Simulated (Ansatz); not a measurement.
# Ge2H4W: the cost of one run

Program: Ansatz 0.2.0. Level of theory: DFT r2SCAN, scalar-relativistic, plane waves, PAW. These are calculated values, not measurements.

The COD entry's cell or inner coordinates are ideal or old and differ from later refinements, so a difference from it is no clean test against experiment.

7 further runs of the same task are left out: 2 that didn't finish, 5 set aside as unsound or not needed.

### 1 The starting structure

It takes space group I4/mmm (No. 139, tetragonal). The conventional cell has a = 3.324 Å, b = 3.324 Å, c = 8.179 Å, α = 90.00°, β = 90.00°, γ = 90.00°. Ge (site symmetry 4mm) has 5 Ge at 2.65 to 2.75 Å and 5 W at 2.70 to 2.76 Å as nearest neighbours. W (site symmetry 4/mmm) is surrounded by 10 Ge at 2.70 to 2.76 Å.

Coordinates:

```cif
data_structure
_symmetry_space_group_name_H-M 'I4/mmm'
_symmetry_Int_Tables_number 139
_cell_length_a 3.3235
_cell_length_b 3.3235
_cell_length_c 8.1785
_cell_angle_alpha 90.000
_cell_angle_beta 90.000
_cell_angle_gamma 90.000
_cell_volume 90.34
loop_
_atom_site_label
_atom_site_type_symbol
_atom_site_symmetry_multiplicity
_atom_site_Wyckoff_symbol
_atom_site_fract_x
_atom_site_fract_y
_atom_site_fract_z
_atom_site_occupancy
Ge1 Ge 4 e 0.00000 0.00000 0.33778 1
W1 W 2 a 0.00000 0.00000 0.00000 1
```

This cell was relaxed beforehand with the same method: volume 15.06 Å³/atom, gap on the mesh none (metal).

Reference energy of this cell: -19002.7315 eV (3 atoms, 14×14×14 mesh, zero smearing).

### 2 Next: 4 H put on empty site 2 in one host cell

The empty site lies 1.52 Å from the nearest host atom; the cell of 1 host cell is widened for the start only if the site is tight.

The cell holds 2 Ge, 1 W, 4 H: a = 4.716 Å, b = 4.716 Å, c = 4.716 Å, α = 138.74°, β = 138.74°, γ = 59.77°.

### 3 A first look at the start

input.yaml reads:

```yaml
crystal:
  lattice:
    - [-1.6617571503, 1.6617571503, 4.0892579053]
    - [1.6617571503, -1.6617571503, 4.0892579053]
    - [1.6617571503, 1.6617571503, -4.0892579053]
  atoms:
    - { symbol: Ge, position: [0.3377759005, 0.3377759005, 1.0] }
    - { symbol: Ge, position: [0.6622240995, 0.6622240995, 0.0] }
    - { symbol: W, position: [0.0, 0.0, 1.0] }
    - { symbol: H, position: [0.2777777778, 0.5, 0.7777777778] }
    - { symbol: H, position: [0.7222222222, 0.5, 0.2222222222] }
    - { symbol: H, position: [0.5, 0.7222222222, 0.2222222222] }
    - { symbol: H, position: [0.5, 0.2777777778, 0.7777777778] }
basis:
  ecutwfc: 500
kpoints:
  mp_grid: { grid: [8, 8, 8] }
hamiltonian:
  xc: r2scan
scf:
  occupations: { method: gaussian, width: 0.1 }
output:
  forces: true
  stress: true
  eigenvalues: true
```

Run with:

```
ansatz run input.yaml --threads 2 --pin off --max-ram 5120MiB --backend cpu --events-out ev --progress --plain --runs-dir out
```

What time and memory should one allow on 2 threads of Intel Xeon Platinum 8559C (Emerald Rapids), shared host?

About 3.6 s, with a peak of 0.55 GiB.
